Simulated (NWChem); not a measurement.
**C3H4B (SMILES BC1=[C]C1): levels of theory compared**

Wanted: a comparison of 4 runs (UHF/STO-3G, UHF/3-21G, UB3LYP/6-31G*) of C3H4B. 

The calculation is run with NWChem 7.3.0.

## 1. The molecule

C3H4B has 8 atoms, charge 0, and is taken as a doublet. As SMILES, `BC1=[C]C1`. The shape is that of a GFN2-xTB optimisation.

Bond lengths: B1–C2 1.487 Å, C2–C3 1.310 Å, C2–C4 1.614 Å, C3–C4 1.461 Å, B1–H5 1.171 Å, B1–H6 1.169 Å, C4–H7 1.083 Å, C4–H8 1.082 Å. Some angles: B1–C2–C3 159.3°, B1–C2–C4 141.9°, C3–C2–C4 58.8°, C2–C3–C4 71.0°, C2–C4–C3 50.1°, C2–B1–H5 119.6°, C2–B1–H6 119.8°, C2–C4–H7 118.0°, C2–C4–H8 118.0°, C3–C4–H7 120.3°.

## 2. Energy and forces at UHF/STO-3G (run 1)

Contents of run.nw:

```
start run
title "C3H4B"
memory total 2200 mb
charge 0

geometry units angstrom noautosym nocenter noautoz
   B    -0.240210    1.517870    0.020800
   C     0.271420    0.155730    0.326000
   C     0.959580   -0.791410    0.912930
   C     0.124180   -1.386700   -0.126710
   H    -1.041560    1.659450   -0.821710
   H     0.155580    2.436650    0.625700
   H    -0.786810   -1.909110    0.136340
   H     0.557830   -1.682460   -1.073350
end

basis spherical bse
   B library STO-3G
   C library STO-3G
   H library STO-3G
end

scf
   nopen 1
   uhf
   thresh 1e-08
   maxiter 80
   print medium
end

task scf gradient
```

Run with:

```console
nwchem run.nw > run.out
```

Log:

```text
[...]
  functions       =    24
[...]
  wavefunction    = UHF
[...]
         Total SCF energy =   -138.714451085524
      One electron energy =   -357.515959328987
      Two electron energy =    132.609728848173
 Nuclear repulsion energy =     86.191779395290
                       Sz =      0.5000
                 Sz(Sz+1) =      0.7500
                      S^2 =      1.1403
[...]
                         UHF ENERGY GRADIENTS
    atom               coordinates                        gradient
                 x          y          z           x          y          z
   1 B      -0.453931   2.868358   0.039306    0.008879  -0.022891   0.004728
   2 C       0.512909   0.294287   0.616051    0.012648   0.034885   0.020893
   3 C       1.813343  -1.495548   1.725188   -0.031859   0.009055  -0.033702
   4 C       0.234666  -2.620483  -0.239447    0.012891  -0.027124   0.008992
   5 H      -1.968263   3.135906  -1.552807   -0.004891  -0.001490  -0.005303
   6 H       0.294004   4.604601   1.182402    0.002659   0.002964   0.003686
   7 H      -1.486855  -3.607695   0.257645    0.000537   0.002449  -0.000350
   8 H       1.054146  -3.179388  -2.028337   -0.000865   0.002152   0.001056
[...]
```

Run time: 3.9 s. Hardware: 1 thread of AMD EPYC 7B13 (Zen 3), shared host; peak memory 0.098 GiB.

## 3. Energy and forces at UHF/3-21G (run 2)

Contents of c3h4b.nw:

```
start c3h4b
title "C3H4B gradient"
memory stack 880 mb heap 220 mb global 1100 mb

geometry units angstrom noautosym nocenter noautoz
  B     -0.240210     1.517870     0.020800
  C      0.271420     0.155730     0.326000
  C      0.959580    -0.791410     0.912930
  C      0.124180    -1.386700    -0.126710
  H     -1.041560     1.659450    -0.821710
  H      0.155580     2.436650     0.625700
  H     -0.786810    -1.909110     0.136340
  H      0.557830    -1.682460    -1.073350
end

basis spherical bse
  * library 3-21G
end

scf
  doublet
  uhf
  thresh 1e-08
  maxiter 80
end

task scf gradient
```

Run with:

```console
nwchem c3h4b.nw > c3h4b.out
```

Log:

```text
[...]
  functions       =    44
[...]
  wavefunction    = UHF
[...]
         Total SCF energy =   -139.637797055709
      One electron energy =   -356.876396954006
      Two electron energy =    131.046820503007
 Nuclear repulsion energy =     86.191779395290
                       Sz =      0.5000
                 Sz(Sz+1) =      0.7500
                      S^2 =      1.0376
[...]
                         UHF ENERGY GRADIENTS
    atom               coordinates                        gradient
                 x          y          z           x          y          z
   1 B      -0.453931   2.868358   0.039306    0.003530  -0.007741   0.001881
   2 C       0.512909   0.294287   0.616051   -0.007289   0.018047  -0.004461
   3 C       1.813343  -1.495548   1.725188   -0.009236  -0.010032  -0.012136
   4 C       0.234666  -2.620483  -0.239447    0.015428   0.016195   0.019994
   5 H      -1.968263   3.135906  -1.552807    0.005292  -0.002591   0.005503
   6 H       0.294004   4.604601   1.182402   -0.002788  -0.008857  -0.004501
   7 H      -1.486855  -3.607695   0.257645   -0.005999  -0.003070  -0.000015
   8 H       1.054146  -3.179388  -2.028337    0.001062  -0.001949  -0.006265
[...]
```

Wall time 5.4 s (1 thread of AMD EPYC 7B13 (Zen 3), shared host); peak memory 0.098 GiB.

Run 3 isn't shown in full; the table further down has it.

## 4. Energy and forces at UB3LYP/6-31G(d) (Cartesian functions) (run 4)

Contents of c3h4b.nw:

```
echo
start c3h4b
title "C3H4B gradient"
memory 2200 mb

geometry noautosym nocenter noautoz
 B     -0.240210     1.517870     0.020800
 C      0.271420     0.155730     0.326000
 C      0.959580    -0.791410     0.912930
 C      0.124180    -1.386700    -0.126710
 H     -1.041560     1.659450    -0.821710
 H      0.155580     2.436650     0.625700
 H     -0.786810    -1.909110     0.136340
 H      0.557830    -1.682460    -1.073350
end

basis cartesian
 * library 6-31G*
end

dft
 xc b3lyp
 mult 2
 grid xfine
 convergence energy 1e-08
 maxiter 100
 mulliken
end

task dft gradient
```

Run with:

```console
nwchem c3h4b.nw > c3h4b.out
```

Log:

```text
[...]
          Wavefunction type:  spin polarized.
          No. of atoms     :     8
          No. of electrons :    27
[...]
          Charge           :     0
          Spin multiplicity:     2
[...]
          AO basis - number of functions:    68
[...]
              XC Information
              --------------
                         B3LYP Method XC Potential
                     Hartree-Fock (Exact) Exchange  0.200
                        Slater Exchange Functional  0.800 local
                    Becke 1988 Exchange Functional  0.720 non-local
              Lee-Yang-Parr Correlation Functional  0.810
                  VWN I RPA Correlation Functional  0.190 local
[...]
 d= 0,ls=0.0,diis     1   -141.3458508909 -2.28D+02  5.24D-03  1.04D-01     3.5
[...]
 d= 0,ls=0.0,diis    14   -141.3943334156 -2.28D-09  1.41D-07  6.05D-11    47.7
[...]
         Total DFT energy =     -141.394333415602
      One electron energy =     -358.663146244020
           Coulomb energy =      152.817375346888
    Exchange-Corr. energy =      -21.740341913760
 Nuclear repulsion energy =       86.191779395290
[...]
      Total Density - Mulliken Population Analysis
     ---------------------------------------------
    Atom       Charge   Shell Charges
 -----------   ------   -------------------------------------------------------
    1 B    5     5.07   1.99  0.58  1.48  0.47  0.49  0.06
    2 C    6     5.91   1.99  0.72  2.02  0.61  0.57 -0.00
    3 C    6     6.02   1.99  0.76  1.81  0.76  0.69  0.00
    4 C    6     6.34   1.99  0.70  2.06  0.62  0.93  0.03
    5 H    1     1.01   0.53  0.48
    6 H    1     1.00   0.53  0.47
    7 H    1     0.82   0.53  0.29
    8 H    1     0.82   0.53  0.29
[...]
      <S2> =      0.7570 (Exact =     0.7500)
[...]
  wavefunction    = open shell
                         DFT ENERGY GRADIENTS
    atom               coordinates                        gradient
                 x          y          z           x          y          z
   1 B      -0.453931   2.868358   0.039306    0.002782   0.004066   0.003345
   2 C       0.512909   0.294287   0.616051   -0.013348   0.003311  -0.013901
   3 C       1.813343  -1.495548   1.725188    0.002051  -0.009268   0.000573
   4 C       0.234666  -2.620483  -0.239447    0.002016   0.008985   0.003666
   5 H      -1.968263   3.135906  -1.552807    0.008135  -0.003213   0.008444
   6 H       0.294004   4.604601   1.182402   -0.004934  -0.009712  -0.007038
   7 H      -1.486855  -3.607695   0.257645    0.005288   0.003552  -0.000840
   8 H       1.054146  -3.179388  -2.028337   -0.001990   0.002279   0.005751
[...]
```

It took 54 s on 1 thread of AMD EPYC 7B13 (Zen 3), shared host; peak memory 0.14 GiB.

## 5. The series

```csv
run,level,iteration cap,module,energy (Eh),dipole moment (D),HOMO energy (eV),LUMO energy (eV),wall time
1,UHF/STO-3G,80,scf,-138.714451,0.23,-8.34,4.66,3.9 s
2,UHF/3-21G,80,scf,-139.637797,0.72,-10.07,1.20,5.4 s
3,UB3LYP/6-31G* (spherical functions),100,dft,-141.391261,1.27,-6.52,-3.19,49 s
4,UB3LYP/6-31G* (Cartesian functions),100,dft,-141.394333,1.27,-6.52,-3.19,54 s
```

## 6. Results

```
                                 quantity          value
                      run 4: total energy  -141.39433 Eh
                     run 4: dipole moment         1.27 D
run 4: HOMO energy (highest over α and β)       -6.52 eV
 run 4: LUMO energy (lowest over α and β)       -3.19 eV
                              run 4: ⟨S²⟩          0.757
          run 4: largest force on an atom     1.006 eV/Å
```

The dipole moment (its size) runs from 0.23 D (UHF/STO-3G) to 1.27 D (UB3LYP/6-31G*). The two ends differ in method and basis. In run 1 the basis is minimal, so the values are rough. Spin contamination of the reference: run 1 ⟨S²⟩ = 1.14, run 2 ⟨S²⟩ = 1.04. All runs together took 1.9 min, the longest 54 s.
